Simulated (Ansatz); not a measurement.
# Cl− with SiH₃F: superposition error and deformation

How much of this pair's binding is borrowed basis, and how much do the fragments pay to take the shapes they have in the pair?

Program: Ansatz 0.2.0, Gaussian basis. Level of theory: PBE0-D4 structures, single points in def2-TZVPPD. These are calculated values, not measurements.

Levels: PBE-D4, revPBE-D4, BLYP-D4, r2SCAN-D4, B97M-V, PBE0-D4, B3LYP-D4, HSE06-D4, wB97X-V, wB97M-V, B2PLYP, Hartree-Fock, MP2, CCSD, CCSD(T).

Cores are frozen in the correlated methods. B3LYP uses VWN-RPA correlation. B2PLYP carries no dispersion term here.

129 further runs of the same task are left out: 129 set aside as unsound or not needed.

**1. Where the work starts**

The relaxed pair: 6 atoms, charge -1, spin multiplicity 1.

Atoms are counted from 1 here; the program's logs count them from 0.

Bond lengths: Si2–F3 1.693 Å, Si2–H4 1.487 Å, Si2–H5 1.487 Å, Si2–H6 1.487 Å. Angles: F3–Si2–H4 95.4°, F3–Si2–H5 95.4°, F3–Si2–H6 95.4°, H4–Si2–H5 119.1°, H4–Si2–H6 119.1°, H5–Si2–H6 119.1°.

Coordinates:

```xyz
6
charge -1, multiplicity 1
Cl    0.0425    0.2508   -2.2477
Si   -0.0037   -0.0220    0.1969
F    -0.0355   -0.2097    1.8795
H     1.1711    0.8886    0.1791
H    -1.3690    0.5568    0.0941
H     0.1947   -1.4646   -0.1019
```

Atoms 1 to 1 are fragment A (Cl−), the rest fragment B (SiH₃F). From earlier runs, pair energy (eV) and counterpoise interaction (meV):

```tsv
method	E(pair)	interaction
PBE-D4	-23160.16349	-1502
revPBE-D4	-23167.40447	-1483
BLYP-D4	-23171.79245	-1342
r2SCAN-D4	-23169.35626	-1506
B97M-V	-23165.75937	-1459
PBE0-D4	-23161.97155	-1535
B3LYP-D4	-23173.45443	-1394
HSE06-D4	-23161.44889	-1533
wB97X-V	-23168.02447	-1453
wB97M-V	-23169.99037	-1468
B2PLYP	-23163.79946	-1334
Hartree-Fock	-23124.59906	-1122
MP2	-23141.08164	-1412
CCSD(T)	-23142.62210	-1379
```

First each fragment is run alone in its own basis, frozen in the shape it has in the pair (a, b).

**2. wB97X-V/def2-TZVPPD**

File a/in.yaml:

```yaml
crystal:
  periodic: [false, false, false]
  atoms:
    - {symbol: Cl, position_ang: [0.042462, 0.250756, -2.247661]}
basis:
  gaussian: {orbitals: "def2-TZVPPD.json"}
total_charge: -1
hamiltonian: {xc: {name: wB97X-V}}
```

File b/in.yaml:

```yaml
crystal:
  periodic: [false, false, false]
  atoms:
    - {symbol: Si, position_ang: [-0.003708, -0.021977, 0.196860]}
    - {symbol: F, position_ang: [-0.035515, -0.209705, 1.879488]}
    - {symbol: H, position_ang: [1.171124, 0.888595, 0.179117]}
    - {symbol: H, position_ang: [-1.369048, 0.556809, 0.094082]}
    - {symbol: H, position_ang: [0.194685, -1.464577, -0.101887]}
basis:
  gaussian: {orbitals: "def2-TZVPPD.json"}
hamiltonian: {xc: {name: wB97X-V}}
```

The basis file named in the input lies beside it (Basis Set Exchange, JSON).

The same command starts each run, in its folder.

Run with:

```bash
$ ansatz run in.yaml --threads 2 --pin off --events-out ev --progress --plain --max-ram 5222MiB
```

Output in a:

```text
Functional definition: wB97X-V
  name "wB97X-V"
  cite "Mardirossian & Head-Gordon, Phys. Chem. Chem. Phys. 16, 9904 (2014) doi:10.1039/C3CP54374A"
  cite "Becke, J. Chem. Phys. 107, 8554 (1997) doi:10.1063/1.475007"
  cite "Vydrov & Van Voorhis, J. Chem. Phys. 133, 244103 (2010) doi:10.1063/1.3521275"
  parameter omega = 0.3/bohr
  parameter cx = 0.167
  parameter cx1 = 0.603
  parameter cx2 = 1.194
  parameter css0 = 0.556
  parameter css1 = -0.257
  parameter cos0 = 1.219
  parameter cos1 = -1.850
  parameter b = 6.0
  parameter c = 0.01
  exchange = spin_sum(e_x_unif_sr(omega)*poly(b97_u_x, 1 - cx, cx1, cx2)) + cx*exact_x_sr(omega) + exact_x_lr(omega)
  correlation = spin_sum(e_c_pw_same_spin*poly(b97_u_same, css0, css1))
      + integral(e_c_pw_opposite_spin*poly(b97_u_opposite, cos0, cos1)) + vv10(b, c)
327 factors; their error is unknown
60 factors; integrals over basis functions are off by at most 9.2e-5 eV
mean field evaluation 1: about -12522.3621 eV, gradient 1.9e1 eV
mean field evaluation 2: about -12522.7269 eV, gradient 1.4e1 eV
mean field evaluation 4: about -12523.0001 eV, gradient 4.6e-2 eV
mean field evaluation 8: about -12523.0240 eV, gradient 7.9e-4 eV
mean field -12523.02401879 eV, -460.2126442799 hartree, gradient 8.2e-6 eV, S^2 0.000000; 0 other end points of the search recorded, 0 dependent functions left out
reference -12523.02401746 eV, -460.2126442311 hartree; 9, 9 occupied and 42, 42 virtual orbitals, 327 factors
Total energy: -12523.02401746 eV, -460.2126442311 hartree
```

b printed, cut to the lines that bear on the results:

```text
[... 5 set-up lines as earlier in the session ...]
[...]
      + integral(e_c_pw_opposite_spin*poly(b97_u_opposite, cos0, cos1)) + vv10(b, c)
689 factors; their error is unknown
200 factors; integrals over basis functions are off by at most 2.4e-5 eV
[...]
mean field -10643.53576689 eV, -391.1427249857 hartree, gradient 3.9e-5 eV, S^2 0.000000; 0 other end points of the search recorded, 0 dependent functions left out
reference -10643.53576481 eV, -391.1427249090 hartree; 13, 13 occupied and 126, 126 virtual orbitals, 689 factors
Total energy: -10643.53576481 eV, -391.1427249090 hartree
```

Wall times: 0.4 s (a), 2.7 s (b) on 2 threads of Arm Neoverse V2, shared host.

**3. wB97M-V/def2-TZVPPD**

The same edit goes into each in.yaml of step 2 (a, b):

```diff
-hamiltonian: {xc: {name: wB97X-V}}
+hamiltonian: {xc: {name: wB97M-V}}
```

Each run has its own folder and the same command.

Run with:

```bash
$ ansatz run in.yaml --threads 2 --pin off --events-out ev --progress --plain --max-ram 5222MiB
```

Output in a, cut to the lines that bear on the results:

```text
Functional definition: wB97M-V
  name "wB97M-V"
  cite "Mardirossian & Head-Gordon, J. Chem. Phys. 144, 214110 (2016) doi:10.1063/1.4952647"
[... 2 set-up lines as earlier in the session ...]
  # Of w^i u^j: cxij and so on, Table III.
[...]
  gx(w, u) = 1 - cx + cx01*u + cx10*w
  gss(w, u) = css00 + css04*u^4 + css10*w + css20*w^2 + css43*w^4*u^3
  gos(w, u) = cos00 + cos10*w + (cos20 + cos21*u)*w^2 + (cos60 + cos61*u)*w^6
[...]
      + integral(e_c_pw_mod_opposite_spin*gos(b97_w_opposite, b97_u_opposite)) + vv10(b, c)
327 factors; their error is unknown
60 factors; integrals over basis functions are off by at most 9.2e-5 eV
[...]
mean field -12524.30685346 eV, -460.2597875847 hartree, gradient 4.5e-5 eV, S^2 0.000000; 0 other end points of the search recorded, 0 dependent functions left out
reference -12524.30688656 eV, -460.2597888008 hartree; 9, 9 occupied and 42, 42 virtual orbitals, 327 factors
Total energy: -12524.30688656 eV, -460.2597888008 hartree
```

b printed, cut to the lines that bear on the results:

```text
[... 5 set-up lines as earlier in the session ...]
  # Of w^i u^j: cxij and so on, Table III.
[...]
  gx(w, u) = 1 - cx + cx01*u + cx10*w
  gss(w, u) = css00 + css04*u^4 + css10*w + css20*w^2 + css43*w^4*u^3
  gos(w, u) = cos00 + cos10*w + (cos20 + cos21*u)*w^2 + (cos60 + cos61*u)*w^6
[...]
      + integral(e_c_pw_mod_opposite_spin*gos(b97_w_opposite, b97_u_opposite)) + vv10(b, c)
684 factors; their error is unknown
200 factors; integrals over basis functions are off by at most 2.4e-5 eV
[...]
mean field -10644.20612087 eV, -391.1673600400 hartree, gradient 7.2e-6 eV, S^2 0.000000; 0 other end points of the search recorded, 0 dependent functions left out
reference -10644.20617223 eV, -391.1673619273 hartree; 13, 13 occupied and 126, 126 virtual orbitals, 684 factors
Total energy: -10644.20617223 eV, -391.1673619273 hartree
```

They took 0.45 s (a), 2.9 s (b) on 2 threads of Arm Neoverse V2, shared host.

**4. B2PLYP/def2-TZVPPD**

Each input of step 3 (a, b) changes in the same lines:

```diff
-hamiltonian: {xc: {name: wB97M-V}}
+hamiltonian: {xc: {name: B2PLYP}}
```

Each run has its own folder and the same command.

Run with:

```bash
$ ansatz run in.yaml --threads 2 --pin off --events-out ev --progress --plain --max-ram 5222MiB
```

Output in a, cut to the lines that bear on the results:

```text
Functional definition: B2PLYP
  name "B2PLYP"
  cite "Grimme, J. Chem. Phys. 124, 034108 (2006) doi:10.1063/1.2148954"
  cite "Becke, Phys. Rev. A 38, 3098 (1988) doi:10.1103/PhysRevA.38.3098"
  cite "Lee, Yang & Parr, Phys. Rev. B 37, 785 (1988) doi:10.1103/PhysRevB.37.785"
[...]
293 factors; integrals over basis functions are off by at most 1.6e-4 eV
[...]
mean field -12519.61027230 eV, -460.0871914103 hartree, gradient 5.8e-6 eV, S^2 0.000000; 0 other end points of the search recorded, 0 dependent functions left out
5 core orbitals not correlated: weight in the atoms' cores, before any rotation towards them, 1.000 or more for the frozen orbitals, at most 0.000 for the correlated occupied ones
reference -12519.61036088 eV, -460.0871946657 hartree; 4, 4 occupied and 42, 42 virtual orbitals, 293 factors
second order -6.74510282 eV of doubles, -0.00000000 eV of singles
Total energy: -12521.43153864 eV, -460.1541217140 hartree
```

Log of b, cut to the lines that bear on the results:

```text
[... 5 set-up lines as earlier in the session ...]
[...]
796 factors; integrals over basis functions are off by at most 1.6e-3 eV
[...]
mean field -10637.58277059 eV, -390.9239564067 hartree, gradient 9.6e-6 eV, S^2 0.000000; 0 other end points of the search recorded, 0 dependent functions left out
6 core orbitals not correlated: weight in the atoms' cores, before any rotation towards them, 1.000 or more for the frozen orbitals, at most 0.000 for the correlated occupied ones
reference -10637.58291910 eV, -390.9239618644 hartree; 7, 7 occupied and 126, 126 virtual orbitals, 796 factors
second order -12.66661585 eV of doubles, -0.00000000 eV of singles
Total energy: -10641.00290538 eV, -391.0496440420 hartree
```

Wall times: 0.25 s (a), 1.6 s (b) on 2 threads of Arm Neoverse V2, shared host.

**5. B97M-V/def2-TZVPPD**

The same edit goes into each in.yaml of step 4 (a, b):

```diff
-hamiltonian: {xc: {name: B2PLYP}}
+hamiltonian: {xc: {name: B97M-V}}
```

The same command starts each run, in its folder.

Run with:

```bash
$ ansatz run in.yaml --threads 2 --pin off --events-out ev --progress --plain --max-ram 5222MiB
```

a printed, cut to the lines that bear on the results:

```text
Functional definition: B97M-V
  name "B97M-V"
  cite "Mardirossian & Head-Gordon, J. Chem. Phys. 142, 074111 (2015) doi:10.1063/1.4907719"
[... 2 set-up lines as earlier in the session ...]
  # Of w^i u^j: cxij and so on, Table III.
[...]
  gx(w, u) = cx00 + cx01*u + cx02*u^2 + (cx10 + cx11*u)*w
  gss(w, u) = css00 + css02*u^2 + css10*w + (css32*w^3 + css42*w^4)*u^2
  gos(w, u) = cos00 + cos01*u + cos03*u^3 + cos10*w + cos32*w^3*u^2
[...]
      + integral(e_c_pw_mod_opposite_spin*gos(b97_w_opposite, b97_u_opposite)) + vv10(b, c)
324 factors; their error is unknown
[...]
mean field -12521.66207109 eV, -460.1625936250 hartree, gradient 8.4e-5 eV, S^2 0.000000; 0 other end points of the search recorded, 0 dependent functions left out
reference -12521.66210999 eV, -460.1625950546 hartree; 9, 9 occupied and 42, 42 virtual orbitals, 324 factors
Total energy: -12521.66210999 eV, -460.1625950546 hartree
```

Log of b, cut to the lines that bear on the results:

```text
[... 5 set-up lines as earlier in the session ...]
  # Of w^i u^j: cxij and so on, Table III.
[...]
  gx(w, u) = cx00 + cx01*u + cx02*u^2 + (cx10 + cx11*u)*w
  gss(w, u) = css00 + css02*u^2 + css10*w + (css32*w^3 + css42*w^4)*u^2
  gos(w, u) = cos00 + cos01*u + cos03*u^3 + cos10*w + cos32*w^3*u^2
[...]
      + integral(e_c_pw_mod_opposite_spin*gos(b97_w_opposite, b97_u_opposite)) + vv10(b, c)
679 factors; their error is unknown
[...]
mean field -10642.62637270 eV, -391.1093053655 hartree, gradient 1.7e-5 eV, S^2 0.000000; 0 other end points of the search recorded, 0 dependent functions left out
reference -10642.62643494 eV, -391.1093076526 hartree; 13, 13 occupied and 126, 126 virtual orbitals, 679 factors
Total energy: -10642.62643494 eV, -391.1093076526 hartree
```

Wall times: 0.4 s (a), 3.3 s (b) on 2 threads of Arm Neoverse V2, shared host.

**6. CCSD(T)/def2-TZVPPD**

The same edit goes into each in.yaml of step 5 (a, b):

```diff
-hamiltonian: {xc: {name: B97M-V}}
+correlation: {method: ccsd_t}
```

Each run has its own folder and the same command.

Run with:

```bash
$ ansatz run in.yaml --threads 2 --pin off --events-out ev --progress --plain --max-ram 5222MiB
```

a printed, cut to the lines that bear on the results:

```text
Functional definition: HF
  name "HF"
  cite "Fock, Z. Phys. 61, 126 (1930) doi:10.1007/BF01340294"
  parent pbe
[...]
293 factors; integrals over basis functions are off by at most 1.6e-4 eV
[...]
mean field -12505.39286953 eV, -459.5647114954 hartree, gradient 8.0e-6 eV, S^2 0.000000; 0 other end points of the search recorded, 0 dependent functions left out
5 core orbitals not correlated: weight in the atoms' cores, before any rotation towards them, 1.000 or more for the frozen orbitals, at most 0.000 for the correlated occupied ones
reference -12505.39286953 eV, -459.5647114954 hartree; 4, 4 occupied and 42, 42 virtual orbitals, 293 factors
second order -5.54525689 eV of doubles, -0.00000000 eV of singles
cycle   1  -5.85548281 eV  change   -3.1e-1 eV  update   4.0e-2
[...]
cycle   8  -5.97235895 eV  change   -1.2e-6 eV  update   3.9e-6
perturbative correction -0.24425678 eV, -0.0089762710 hartree
Total energy: -12511.60948525 eV, -459.7931679094 hartree
```

b printed, cut to the lines that bear on the results:

```text
[... 4 set-up lines as earlier in the session ...]
[...]
796 factors; integrals over basis functions are off by at most 1.6e-3 eV
[...]
mean field -10618.07592915 eV, -390.2070932059 hartree, gradient 1.1e-6 eV, S^2 0.000000; 0 other end points of the search recorded, 0 dependent functions left out
6 core orbitals not correlated: weight in the atoms' cores, before any rotation towards them, 1.000 or more for the frozen orbitals, at most 0.000 for the correlated occupied ones
reference -10618.07592915 eV, -390.2070932059 hartree; 7, 7 occupied and 126, 126 virtual orbitals, 796 factors
second order -10.58166037 eV of doubles, -0.00000000 eV of singles
cycle   1  -10.81772893 eV  change   -2.4e-1 eV  update   7.8e-2
[...]
cycle   9  -11.17082148 eV  change   -6.1e-6 eV  update   1.4e-5
perturbative correction -0.30867281 eV, -0.0113435166 hartree
Total energy: -10629.55542344 eV, -390.6289568400 hartree
```

They took 0.2 s (a), 6 s (b) on 2 threads of Arm Neoverse V2, shared host; peak memory 0.73 GiB.

**7. Relaxing SiH₃F alone**

File relax-b/in.yaml:

```yaml
crystal:
  periodic: [false, false, false]
  atoms:
    - {symbol: Si, position_ang: [-0.003708, -0.021977, 0.196860]}
    - {symbol: F, position_ang: [-0.035515, -0.209705, 1.879488]}
    - {symbol: H, position_ang: [1.171124, 0.888595, 0.179117]}
    - {symbol: H, position_ang: [-1.369048, 0.556809, 0.094082]}
    - {symbol: H, position_ang: [0.194685, -1.464577, -0.101887]}
basis:
  gaussian: {orbitals: def2-TZVP}
hamiltonian: {xc: pbe0, dispersion: d4}
relax: {f_tol: 0.005, max_steps: 200}
```

Run with:

```bash
$ ansatz run in.yaml --threads 2 --pin off --events-out ev --progress --plain --max-ram 5222MiB
```

Standard output, cut to the lines that bear on the results:

```text
Functional definition: PBE0
  name "PBE0"
  cite "Adamo & Barone, J. Chem. Phys. 110, 6158 (1999) doi:10.1063/1.478522"
  cite "Perdew, Burke & Ernzerhof, Phys. Rev. Lett. 77, 3865 (1996) doi:10.1103/PhysRevLett.77.3865"
[... 1 set-up line as earlier in the session ...]
[...]
556 factors; their error is unknown
[...]
mean field -10639.57749857 eV, -390.9972613077 hartree, gradient 4.4e-5 eV, S^2 0.000000; 0 other end points of the search recorded, 0 dependent functions left out
[...]
reference -10639.57752331 eV, -390.9972622168 hartree; 13, 13 occupied and 73, 73 virtual orbitals, 556 factors
relax step   1: F+E_penalty+E_count = -10639.61562094 eV  Δ(F+E_penalty+E_count) = +0.000e0 eV  max|allowed force component| = 4.221e0 eV/Å  Δτ_max = 0.0000 Å  (21 SCF iters, accepted)
[...]
556 factors; their error is unknown
mean field -10640.14967698 eV, -391.0182884766 hartree, gradient 1.8e-5 eV, S^2 0.000000; 1 other end points of the search recorded, 0 dependent functions left out
[...]
reference -10640.14970139 eV, -391.0182893736 hartree; 13, 13 occupied and 73, 73 virtual orbitals, 556 factors
Total energy: -10640.18814781 eV, -391.0197022536 hartree
Atom 0 at    -0.007735    -0.045698     0.409437 Å, force     0.000002     0.000003    -0.000022 eV/Å
Atom 1 at    -0.037780    -0.223062     1.999172 Å, force     0.000002     0.000014    -0.000126 eV/Å
Atom 2 at     1.115176     0.856635     0.062314 Å, force     0.000043     0.000028     0.000054 eV/Å
Atom 3 at    -1.299222     0.541292    -0.018498 Å, force    -0.000052     0.000015     0.000051 eV/Å
Atom 4 at     0.187099    -1.380022    -0.204765 Å, force     0.000006    -0.000060     0.000044 eV/Å
Dipole moment:     0.004962     0.029294    -0.262572 e Å
```

It took 4.2 s on 2 threads of Arm Neoverse V2, shared host.

Relaxation path:

```tsv
step	energy from step 1 (eV)	largest force component (eV/Å)
1	0.0000	4.2214
2	-0.4716	1.8726
3	-0.5689	0.2344
4	-0.5725	0.0504
5	-0.5725	0.0083
6	-0.5725	0.0001
```

Close pairs (by a distance rule), those that changed most:

```tsv
bond	before (Å)	after (Å)	change (Å)
Si1–F2	1.693	1.600	-0.093
Si1–H4	1.487	1.482	-0.005
Si1–H5	1.487	1.482	-0.005
Si1–H3	1.487	1.482	-0.005
```

**8. PBE-D4/def2-TZVPPD**

File free-b/in.yaml:

```yaml
crystal:
  periodic: [false, false, false]
  atoms:
    - {symbol: Si, position_ang: [-0.007735, -0.045698, 0.409437]}
    - {symbol: F, position_ang: [-0.037780, -0.223062, 1.999172]}
    - {symbol: H, position_ang: [1.115176, 0.856635, 0.062314]}
    - {symbol: H, position_ang: [-1.299222, 0.541292, -0.018498]}
    - {symbol: H, position_ang: [0.187099, -1.380022, -0.204765]}
basis:
  gaussian: {orbitals: "def2-TZVPPD.json"}
hamiltonian: {xc: pbe, dispersion: d4}
```

Run with:

```bash
$ ansatz run in.yaml --threads 2 --pin off --events-out ev --progress --plain --max-ram 5222MiB
```

Standard output:

```text
Functional definition: PBE
  name "PBE"
[... 2 set-up lines as earlier in the session ...]
  parameter kappa = 0.804
  parameter beta = 0.06672455060314922
  exchange = pbe_x(kappa = kappa, mu = beta*pi^2/3)
  correlation = pbe_c(beta = beta)
679 factors; their error is unknown
mean field evaluation 1: about -10637.4444 eV, gradient 3.4e1 eV
mean field evaluation 2: about -10632.4047 eV, gradient 7.1e1 eV
mean field evaluation 4: about -10639.3132 eV, gradient 1.1e0 eV
mean field evaluation 8: about -10639.3012 eV, gradient 3.8e-2 eV
mean field -10639.30117256 eV, -390.9871065143 hartree, gradient 3.3e-5 eV, S^2 0.000000; 0 other end points of the search recorded, 0 dependent functions left out
reference -10639.30121488 eV, -390.9871080696 hartree; 13, 13 occupied and 126, 126 virtual orbitals, 679 factors
Total energy: -10639.34815795 eV, -390.9888331954 hartree
```

Wall time 0.8 s (2 threads of Arm Neoverse V2, shared host).

**9. r2SCAN-D4/def2-TZVPPD**

free-b/in.yaml: that of step 8 with these lines changed.

```diff
@@ -10,2 +10,2 @@
   gaussian: {orbitals: "def2-TZVPPD.json"}
-hamiltonian: {xc: pbe, dispersion: d4}
+hamiltonian: {xc: r2scan, dispersion: d4}
```

Run with:

```bash
$ ansatz run in.yaml --threads 2 --pin off --events-out ev --progress --plain --max-ram 5222MiB
```

Standard output:

```text
Functional definition: r2SCAN
  name "r2SCAN"
  cite "Furness, Kaplan, Ning, Perdew & Sun, J. Phys. Chem. Lett. 11, 8208 (2020) doi:10.1021/acs.jpclett.0c02405"
  cite "Furness, Kaplan, Ning, Perdew & Sun, J. Phys. Chem. Lett. 11, 9248 (2020) doi:10.1021/acs.jpclett.0c03077"
  parent r2scan
  parameter k0 = 0.174
  parameter k1 = 0.065
  parameter a1 = 4.9479
  exchange = r2scan_x(k0 = k0, k1 = k1, a1 = a1)
  correlation = r2scan_c
679 factors; their error is unknown
mean field evaluation 1: about -10642.8363 eV, gradient 3.3e1 eV
mean field evaluation 2: about -10639.7610 eV, gradient 5.8e1 eV
mean field evaluation 4: about -10644.3560 eV, gradient 8.3e-1 eV
mean field evaluation 8: about -10644.3422 eV, gradient 2.5e-1 eV
mean field evaluation 16: about -10644.3423 eV, gradient 2.2e-5 eV
mean field -10644.34230610 eV, -391.1723647550 hartree, gradient 2.2e-5 eV, S^2 0.000000; 0 other end points of the search recorded, 0 dependent functions left out
reference -10644.34231986 eV, -391.1723652606 hartree; 13, 13 occupied and 126, 126 virtual orbitals, 679 factors
Total energy: -10644.35283859 eV, -391.1727518166 hartree
```

It took 1.8 s on 2 threads of Arm Neoverse V2, shared host.

**10. PBE0-D4/def2-TZVPPD**

free-b/in.yaml: that of step 9 with these lines changed.

```diff
@@ -10,2 +10,3 @@
   gaussian: {orbitals: "def2-TZVPPD.json"}
-hamiltonian: {xc: r2scan, dispersion: d4}
+hamiltonian: {xc: pbe0, dispersion: d4}
+output: {orbitals: {seedname: orbitals}}
```

Run with:

```bash
$ ansatz run in.yaml --threads 2 --pin off --events-out ev --progress --plain --max-ram 5222MiB
```

Standard output, cut to the lines that bear on the results:

```text
[... 5 set-up lines as earlier in the session ...]
  parameter a = 0.25
[... 2 set-up lines as earlier in the session ...]
  exchange = (1 - a)*pbe_x(kappa = kappa, mu = beta*pi^2/3) + a*exact_x
[... 1 set-up line as earlier in the session ...]
696 factors; their error is unknown
mean field evaluation 1: about -10638.8946 eV, gradient 3.0e1 eV
mean field evaluation 2: about -10637.1377 eV, gradient 4.8e1 eV
mean field evaluation 4: about -10640.1646 eV, gradient 4.5e-1 eV
mean field evaluation 8: about -10640.1886 eV, gradient 7.0e-3 eV
mean field -10640.18858689 eV, -391.0197183893 hartree, gradient 1.1e-5 eV, S^2 0.000000; 0 other end points of the search recorded, 0 dependent functions left out
reference -10640.18861878 eV, -391.0197195614 hartree; 13, 13 occupied and 126, 126 virtual orbitals, 696 factors
Total energy: -10640.22706521 eV, -391.0211324414 hartree
```

Wall time 1 s (2 threads of Arm Neoverse V2, shared host).

**11. B3LYP-D4/def2-TZVPPD**

free-b/in.yaml: that of step 10 with these lines changed.

```diff
@@ -10,3 +10,2 @@
   gaussian: {orbitals: "def2-TZVPPD.json"}
-hamiltonian: {xc: pbe0, dispersion: d4}
-output: {orbitals: {seedname: orbitals}}
+hamiltonian: {xc: {name: B3LYP}, dispersion: d4}
```

Run with:

```bash
$ ansatz run in.yaml --threads 2 --pin off --events-out ev --progress --plain --max-ram 5222MiB
```

Standard output, cut to the lines that bear on the results:

```text
Functional definition: B3LYP
  name "B3LYP"
  cite "Stephens, Devlin, Chabalowski & Frisch, J. Phys. Chem. 98, 11623 (1994) doi:10.1021/j100096a001"
[... 2 set-up lines as earlier in the session ...]
  cite "Vosko, Wilk & Nusair, Can. J. Phys. 58, 1200 (1980) doi:10.1139/p80-159"
[...]
689 factors; their error is unknown
[...]
mean field -10647.04010681 eV, -391.2715071022 hartree, gradient 1.0e-5 eV, S^2 0.000000; 0 other end points of the search recorded, 0 dependent functions left out
reference -10647.04033614 eV, -391.2715155300 hartree; 13, 13 occupied and 126, 126 virtual orbitals, 689 factors
Total energy: -10647.11669219 eV, -391.2743215630 hartree
```

Wall time 1.2 s (2 threads of Arm Neoverse V2, shared host).

[end of part 1 of 2]
